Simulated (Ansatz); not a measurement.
**C₂H₁₀BNSi: basis-set convergence**

How large a basis does C₂H₁₀BNSi need? Two functionals are run in growing sets.

Computed with Ansatz 0.2.0, Gaussian basis. Level: one geometry, several basis sets.

The runs, in order: PBE0-D4/def2-SVP; ωB97M-V/def2-SVP; PBE0-D4/def2-QZVPP; ωB97M-V/def2-QZVPP; the functionals' def2-TZVPP values are taken from earlier runs.

### 1 Structure used throughout

An earlier PBE0-D4 in a triple-zeta def2 set relaxation fixed the geometry.

15 atoms, charge 0, spin multiplicity 1.

Atoms are counted from 1 here; the program's logs count them from 0.

Bond lengths: B1–N2 1.395 Å, B1–H6 1.200 Å, B1–H7 1.198 Å, N2–C3 1.458 Å, N2–Si4 1.756 Å, C3–H8 1.095 Å, C3–H9 1.090 Å, C3–H10 1.095 Å, Si4–C5 1.865 Å, Si4–H11 1.481 Å, Si4–H12 1.491 Å, C5–H13 1.093 Å, C5–H14 1.093 Å, C5–H15 1.093 Å. Angles: N2–B1–H6 119.4°, N2–B1–H7 119.3°, H6–B1–H7 121.3°, B1–N2–C3 121.6°, B1–N2–Si4 122.2°, C3–N2–Si4 116.3°, N2–C3–H8 111.4°, N2–C3–H9 109.8°, N2–C3–H10 111.1°, H8–C3–H9 108.2°, H8–C3–H10 107.7°, H9–C3–H10 108.5°, N2–Si4–C5 111.4°, N2–Si4–H11 108.0°, N2–Si4–H12 107.6°, C5–Si4–H11 111.1°, C5–Si4–H12 108.9°, H11–Si4–H12 109.9° and more.

### 2 PBE0-D4 in def2-SVP

Contents of in.yaml:

```yaml
crystal:
  periodic: [false, false, false]
  atoms:
    - {symbol: B, position_ang: [-1.682505, -0.625561, -1.089508]}
    - {symbol: N, position_ang: [-0.842669, -0.116356, -0.099177]}
    - {symbol: C, position_ang: [-1.037953, -0.441590, 1.308329]}
    - {symbol: Si, position_ang: [0.508776, 0.941801, -0.471793]}
    - {symbol: C, position_ang: [2.139428, 0.121579, -0.087820]}
    - {symbol: H, position_ang: [-2.590079, -1.347218, -0.778845]}
    - {symbol: H, position_ang: [-1.482946, -0.334354, -2.233951]}
    - {symbol: H, position_ang: [-0.182910, -0.991747, 1.714067]}
    - {symbol: H, position_ang: [-1.927392, -1.061281, 1.424450]}
    - {symbol: H, position_ang: [-1.165657, 0.465505, 1.907871]}
    - {symbol: H, position_ang: [0.420736, 1.308143, -1.904310]}
    - {symbol: H, position_ang: [0.371408, 2.162770, 0.372995]}
    - {symbol: H, position_ang: [2.965186, 0.800206, -0.317829]}
    - {symbol: H, position_ang: [2.268421, -0.785168, -0.683418]}
    - {symbol: H, position_ang: [2.216157, -0.147227, 0.968340]}
basis:
  gaussian: {orbitals: def2-SVP}
hamiltonian: {xc: pbe0, dispersion: d4}
output: {orbitals: {seedname: orbitals}}
```

Command:

```
$ ansatz run in.yaml --threads 4 --pin off --events-out ev --progress --plain --max-ram 10444MiB
```

The runs that follow: ωB97M-V in def2-SVP; PBE0-D4 in def2-QZVPP; ωB97M-V in def2-QZVPP.

Before running them: what should the planned runs give, taken together? Wanted: PBE0-D4: double and triple zeta above quadruple; ωB97M-V: double and triple zeta above quadruple.

The runs gave:

```
                                       quantity          value
PBE0-D4: double and triple zeta above quadruple  8.23, 0.54 eV
ωB97M-V: double and triple zeta above quadruple  8.53, 0.51 eV
```

PBE0-D4 gains 7.69 eV from double to triple zeta, then 0.54 eV more. Total energies overstate the basis error of differences, where much of it tends to cancel. The LUMO of ωB97M-V is positive and keeps falling with the basis (2.27 to 1.37 eV): an unbound level that the basis holds in place.
